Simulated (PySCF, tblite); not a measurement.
# C₅H₉ClOSi: geometry, infrared bands and NMR shifts

Aim: predict the infrared bands and NMR shifts of C₅H₉ClOSi (`[SiH3]O/C(Cl)=C\C1CC1`).

Programs: tblite 0.8.0 and PySCF 2.14.0, with density-fitted response routines of our own. Each step states its level of theory. These are calculated values for one molecule in the gas phase, unless marked as measured. Atoms count from 0, in the outputs and in this text.

**1. The starting structure**

17 atoms, charge 0, multiplicity 1; geometry from: force field or distance geometry start.

Bonds of the start (Å): Si0–O1 1.67, O1–C2 1.37, C2–Cl3 1.74, C2–C4 1.35, C4–C5 1.47, C5–C6 1.50, C6–C7 1.51, C7–C5 1.50, Si0–H8 1.49, Si0–H9 1.48, Si0–H10 1.48, C4–H11 1.09, C5–H12 1.10, C6–H13 1.08, C6–H14 1.09, C7–H15 1.10, C7–H16 1.08.

**2. Optimising the geometry with GFN2-xTB**

Job settings and geometry (Å):

```
{"job": {"kind": "relax", "xc": "GFN2-xTB", "basis": "xTB"}, "charge": 0, "multiplicity": 1}
Si     2.745200    -0.737600     1.431900
O      1.341900    -0.096700     0.787100
C      1.211400     0.335800    -0.507000
Cl     2.516400     0.474100    -1.655500
C     -0.018000     0.713500    -0.929800
C     -1.258800     0.704500    -0.148900
C     -2.567100     0.480300    -0.850900
C     -1.985600    -0.591500     0.033600
H      2.498100    -1.146300     2.840500
H      3.816700     0.278900     1.427000
H      3.154800    -1.935400     0.662200
H     -0.119600     1.074000    -1.957200
H     -1.261900     1.396000     0.703600
H     -2.572400     0.302000    -1.919800
H     -3.438000     1.026200    -0.481400
H     -2.467200    -0.780000     0.999700
H     -1.602900    -1.485700    -0.445000
```

Launch:

```sh
OMP_NUM_THREADS=1 python probes_run.py task.json out
```

One launch serves the whole session: the jobs run in the order shown.

**Question.** This job is followed by: GFN2-xTB harmonic vibrations, gas phase; GIAO PBE0/pcSseg-1 NMR shielding, non-relativistic, gas phase. Predict these results of the whole session: strongest single infrared mode (GFN2-xTB); zero-point energy (GFN2-xTB); ¹³C shifts against TMS (PBE0/pcSseg-1, means over atoms taken as alike); ¹H shifts against TMS (PBE0/pcSseg-1, means over atoms taken as alike); ²⁹Si shifts against TMS (PBE0/pcSseg-1); ¹⁷O shifts against H2O (PBE0/pcSseg-1); ³⁵Cl shifts against HCl (PBE0/pcSseg-1); surface potential, 1st and 99th percentile.

The runs gave:

| quantity | value |
| --- | --- |
| strongest single infrared mode (GFN2-xTB) | 2268 cm⁻¹, 326 km/mol |
| zero-point energy (GFN2-xTB) | 76.8 kcal/mol |
| ¹³C shifts against TMS (PBE0/pcSseg-1, means over atoms taken as alike) | 145.0, 117.4, 12.9, 8.7 ppm |
| ¹H shifts against TMS (PBE0/pcSseg-1, means over atoms taken as alike) | 4.98, 4.17, 1.76, 0.74, 0.21 ppm |
| ²⁹Si shifts against TMS (PBE0/pcSseg-1) | -40.4 ppm |
| ¹⁷O shifts against H2O (PBE0/pcSseg-1) | 111.7 ppm |
| ³⁵Cl shifts against HCl (PBE0/pcSseg-1) | 254 ppm |
| surface potential, 1st and 99th percentile | -0.63 V and 1.52 V |

In words: Relaxing lowered the energy by 0.429 eV in 167 steps; the close pair that moved most is O1–C2, from 1.371 to 1.325 Å. All 45 modes are real, so the xTB geometry is a minimum. The strongest single mode, at 2268 cm⁻¹, moves mainly H10 and H9. Unscaled tight-binding wavenumbers are off by several per cent, some by more. Its intensities can rank the bands wrongly. C2 (alkene carbon bearing oxygen) lies farthest downfield among carbon, at 145.0 ppm; an sp2 carbon further deshielded by the attached heteroatom. At PBE0/pcSseg-1: Shielding is most anisotropic at Cl3 (span 540 ppm, paramagnetic term -452 ppm).
